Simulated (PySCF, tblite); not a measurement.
**C8H17N: geometry, infrared bands, NMR shifts, electronic excitations and core binding energies**

Aim: predict the infrared bands, NMR shifts, electronic excitations and core binding energies of C8H17N (`CN(C)C1CCCCC1`).

The runs use tblite 0.8.0 and PySCF 2.14.0, with density-fitted response routines of our own; the level of theory stands in each step. All values are computed, except where a source is named. Atoms are numbered from 0 throughout.

## (1) The starting structure

26 atoms, charge 0, multiplicity 1; geometry from: force field or distance geometry start.

Bonds of the start (Å): C0–N1 1.46, N1–C2 1.48, N1–C3 1.47, C3–C4 1.54, C4–C5 1.53, C5–C6 1.53, C6–C7 1.53, C7–C8 1.53, C8–C3 1.53, C0–H9 1.08, C0–H10 1.10, C0–H11 1.09, C2–H12 1.11, C2–H13 1.09, C2–H14 1.11, C3–H15 1.12, C4–H16 1.10, C4–H17 1.10, C5–H18 1.10, C5–H19 1.08, C6–H20 1.10, C6–H21 1.09, C7–H22 1.10, C7–H23 1.09, C8–H24 1.10, C8–H25 1.09.

## (2) Relaxing the molecule with GFN2-xTB

The job: settings as JSON, then the geometry in Å.

```
{"job": {"kind": "relax", "xc": "GFN2-xTB", "basis": "xTB"}, "charge": 0, "multiplicity": 1}
C      2.234600    -0.449400    -1.058800
N      1.688000    -0.569200     0.287500
C      2.534000     0.177400     1.239300
C      0.259500    -0.230100     0.427300
C     -0.621300    -1.349600    -0.167500
C     -2.111800    -1.074100     0.050700
C     -2.512600     0.301300    -0.478900
C     -1.639200     1.410900     0.116800
C     -0.151900     1.137400    -0.115100
H      3.245800    -0.837400    -1.092500
H      1.649400    -1.039600    -1.779200
H      2.250000     0.589100    -1.402500
H      2.173900     0.039500     2.275800
H      3.563200    -0.181500     1.203300
H      2.531700     1.263100     1.021300
H      0.028400    -0.240600     1.523900
H     -0.445700    -1.431200    -1.250700
H     -0.365600    -2.323100     0.269700
H     -2.329200    -1.129800     1.131900
H     -2.698500    -1.847900    -0.432800
H     -3.569100     0.494700    -0.232000
H     -2.427800     0.310800    -1.567200
H     -1.914400     2.374400    -0.325400
H     -1.846100     1.484400     1.188000
H      0.420400     1.943900     0.367400
H      0.033300     1.199500    -1.187000
```

Started as:

```bash
OMP_NUM_THREADS=1 python probes_run.py task.json out
```

This one command runs all jobs of the session in turn.

**Question.** This job is followed by: GFN2-xTB harmonic vibrations, gas phase; PBE0-D3(BJ)/def2-SVP geometry optimisation, gas phase; GIAO PBE0/pcSseg-1 NMR shielding, non-relativistic, gas phase; TDDFT CAM-B3LYP/def2-SVPD, vertical, gas phase, core orbitals frozen in the response; GIAO PBE/pcSseg-1 NMR shielding, non-relativistic, gas phase; delta-SCF UKS SCAN, pcX-2 on the ionised atom, pcseg-1 elsewhere, spin-free X2C. What will the session give for the following? strongest single infrared mode (GFN2-xTB); zero-point energy (GFN2-xTB); point group; rotational constants (main isotopes); 13C shifts against TMS (PBE0/pcSseg-1, means over atoms taken as alike); 1H shifts against TMS (PBE0/pcSseg-1, means over atoms taken as alike); 15N shifts against NH3 (PBE0/pcSseg-1); lowest singlet (CAM-B3LYP/def2-SVPD); brightest single state of those computed; lowest triplet; vertical ionisation energy (ΔSCF); C1s binding energies, SCAN/pcX-2; N1s binding energies, SCAN/pcX-2; range of the shift of N1.

**Answer**, as computed:

| quantity | value |
| --- | --- |
| strongest single infrared mode (GFN2-xTB) | 2987 cm⁻¹, 216 km/mol |
| zero-point energy (GFN2-xTB) | 150.2 kcal/mol |
| point group | C1 |
| rotational constants (main isotopes) | 2.97, 1.04, 0.93 GHz |
| 13C shifts against TMS (PBE0/pcSseg-1, means over atoms taken as alike) | 64.1, 40.3, 28.7, 28.6, 28.5 ppm |
| 1H shifts against TMS (PBE0/pcSseg-1, means over atoms taken as alike) | 2.16, 1.91, 1.65, 1.56, 1.45, 1.12, 1.03, 0.95 ppm |
| 15N shifts against NH3 (PBE0/pcSseg-1) | 39.0 ppm |
| lowest singlet (CAM-B3LYP/def2-SVPD) | 5.80 eV (214 nm), f = 0.008 |
| brightest single state of those computed | state 8, 7.70 eV, f = 0.036 |
| lowest triplet | 5.68 eV |
| vertical ionisation energy (ΔSCF) | 7.80 eV |
| C1s binding energies, SCAN/pcX-2 | C0 291.03, C3 290.81, C5 290.27, C6 290.27, C4 290.05 eV |
| N1s binding energies, SCAN/pcX-2 | N1 404.25 eV |
| range of the shift of N1 | 39.0 to 48.9 ppm |

Relaxing lowered the energy by 0.107 eV in 55 steps; the close pair that moved most is N1–C2, from 1.476 to 1.446 Å (GFN2-xTB). No mode is imaginary among the 72: a minimum at this level. Unscaled tight-binding wavenumbers are off by several per cent, some by more. Its intensities can rank the bands wrongly. The optimisation took 3 steps and gained 0.069 eV; among the close pairs (by a distance rule), C4–H16 changed most, from 1.091 to 1.104 Å (PBE0/def2-SVP). The most deshielded carbon is C3 (sp3 CH bonded to N), at 64.1 ppm: deshielded by the electronegative neighbour. The most deshielded hydrogen is H9, H10, H11, H12, H13, H14 (mean) (hydrogen on a methyl carbon bonded to N), at 2.16 ppm: its carbon carries N, hence the downfield position. At PBE0/pcSseg-1: The largest span, 80 ppm, is at N1, where the paramagnetic term is -97 ppm. The lowest singlet, at 5.80 eV, is HOMO→LUMO 0.72, HOMO→LUMO+2 0.23 and is weak; of the 10 states computed, the strongest absorption comes from state 8 at 7.70 eV. The lowest triplet lies 0.12 eV below the lowest singlet (triplets in Tamm-Dancoff, singlets in full TDDFT). At CAM-B3LYP/def2-SVPD, the highest states lie near or above the ionisation energy, where they hang on the basis. The orbital energy would give 7.20 eV for ionisation, ΔSCF gives 7.80 eV. The C1s levels kept as sound span 0.98 eV, from C4 (sp3 CH2 in a ring) up to C0 (methyl carbon bonded to N). In ppm, N1 moves most: its shift spreads over 10.0 ppm, from 39.0 (PBE0/pcSseg-1) to 48.9 (PBE/pcSseg-1).
